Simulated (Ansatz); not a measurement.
Relaxation of a periodic cell of 13 atoms, Sc12F (host Sc, host structure hcp, interstitial F), to a largest force component of 0.03 eV/Å in at most 60 steps.

Method: DFT PBE, scalar-relativistic, plane waves, PAW in Ansatz 0.2.0. Settings: cutoff 420 eV, k mesh 3x2x3, gaussian smearing 0.05 eV, no spin polarisation.

```xyz
13
Lattice="6.6200 0.0000 0.0000 -4.9650 8.5996 0.0000 0.0000 0.0000 5.2761" Properties=species:S:1:pos:R:3:forces:R:3
Sc 0.000 0.000 0.000 -0.28 -0.10 -0.20
Sc 0.000 1.911 2.638 -0.27 0.13 0.18
Sc -1.655 2.867 0.000 -0.05 0.03 -0.04
Sc -1.655 4.778 2.638 -0.01 -0.02 0.05
Sc -3.310 5.733 0.000 -0.01 0.02 0.01
Sc -3.310 7.644 2.638 0.00 -0.22 0.11
Sc 3.310 0.000 0.000 0.20 -0.05 -0.12
Sc 3.310 1.911 2.638 0.23 0.10 0.12
Sc 1.655 2.867 0.000 -0.01 0.39 -0.31
Sc 1.655 4.778 2.638 0.01 0.06 0.00
Sc 0.000 5.733 0.000 0.00 0.00 -0.04
Sc 0.000 7.644 2.638 -0.03 0.03 -0.03
F 1.599 1.039 1.251 0.22 -0.38 0.27
```

Task: Where does it end, and by what steps?

Result: The run converged. The force dipped under the threshold on the way, but the program's further checks kept it going. Limits of this set-up: coarse k mesh, odd electron count without spin, a small cell, in which the defect meets its images, a typed lattice constant that wasn't relaxed here. After 4 steps the energy has fallen by 0.064 eV; F13 moved furthest, 0.11 Å.

```csv
step,energy less start (eV),largest force component (eV/Å),accepted
0,0.0000,0.394,yes
1,-0.0351,0.247,yes
2,-0.0529,0.164,yes
3,-0.0637,0.013,yes
4,-0.0637,0.014,yes
```

```xyz
13
Lattice="6.6200 0.0000 0.0000 -4.9650 8.5996 0.0000 0.0000 0.0000 5.2761" Properties=species:S:1:pos:R:3
Sc -0.035 -0.003 -0.024
Sc -0.033 1.927 2.650
Sc -1.660 2.881 0.003
Sc -1.664 4.778 2.647
Sc -3.319 5.732 0.000
Sc -3.314 7.620 2.657
Sc 3.335 -0.002 -0.022
Sc 3.336 1.926 2.652
Sc 1.651 2.903 -0.030
Sc 1.656 4.792 2.628
Sc -0.001 5.744 -0.019
Sc -0.004 7.642 2.624
F 1.650 0.963 1.313
```

Whether the end is a true minimum wasn't checked by a vibrational analysis.

Time of the run: 25 s on 4 threads of Intel(R) Xeon(R) Platinum 8259CL CPU @ 2.50GHz (Skylake/Cascade Lake), with other jobs on the host, peak memory 1 GiB.
